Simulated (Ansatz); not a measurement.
# Sn2GeSe2: the cost of one run

Method: DFT PBE, scalar-relativistic, plane waves, PAW, in Ansatz 0.2.0.

### Step 1. The starting structure

Symmetry: P6/mmm, No. 191, hexagonal system. Conventional cell: a = 4.509 Å, b = 4.509 Å, c = 7.406 Å, α = 90.00°, β = 90.00°, γ = 120.00°. Sn (site symmetry -6m2) is surrounded by 3 Sn at 2.60 Å. Ge (site symmetry 6/mmm) has 6 Se at 2.60 Å as nearest neighbours. Se (site symmetry -6m2) has 3 Ge at 2.60 Å and 3 Se at 2.60 Å as nearest neighbours.

As a file:

```cif
data_structure
_symmetry_space_group_name_H-M 'P6/mmm'
_symmetry_Int_Tables_number 191
_cell_length_a 4.5088
_cell_length_b 4.5088
_cell_length_c 7.4062
_cell_angle_alpha 90.000
_cell_angle_beta 90.000
_cell_angle_gamma 120.000
_cell_volume 130.39
loop_
_atom_site_label
_atom_site_type_symbol
_atom_site_symmetry_multiplicity
_atom_site_Wyckoff_symbol
_atom_site_fract_x
_atom_site_fract_y
_atom_site_fract_z
_atom_site_occupancy
Sn1 Sn 2 d 0.33333 0.66667 0.50000 1
Ge1 Ge 1 a 0.00000 0.00000 0.00000 1
Se1 Se 2 c 0.33333 0.66667 0.00000 1
```

A structure generator made this guess: random cell by space group and Wyckoff sites (P6/mmm, No. 191). The dimensions are guesses.

### Step 2. A first look at the guess

Input file input.yaml:

```yaml
crystal:
  lattice:
    - [4.50882094, 0.0, 0.0]
    - [-2.25441047, 3.90475348, 0.0]
    - [0.0, 0.0, 7.40622734]
  atoms:
    - { symbol: Sn, position: [0.33333333, 0.66666667, 0.5] }
    - { symbol: Sn, position: [0.66666667, 0.33333333, 0.5] }
    - { symbol: Ge, position: [0.0, 0.0, 0.0] }
    - { symbol: Se, position: [0.33333333, 0.66666667, 0.0] }
    - { symbol: Se, position: [0.66666667, 0.33333333, 0.0] }
basis:
  ecutwfc: 420
kpoints:
  mp_grid: { grid: [6, 6, 4] }
hamiltonian:
  xc: pbe
scf:
  occupations: { method: gaussian, width: 0.1 }
  lower_state_search: "off"
output:
  forces: true
  stress: true
  eigenvalues: true
```

Started as:

```console
$ ansatz run input.yaml --threads 1 --pin off --max-ram 2560MiB --backend cpu --events-out ev --progress --plain --runs-dir out
```

Q: Estimate wall time and peak memory on 1 thread of AMD EPYC 9R45 (Zen 5), shared host.

About 2.5 s, with a peak of 0.48 GiB.
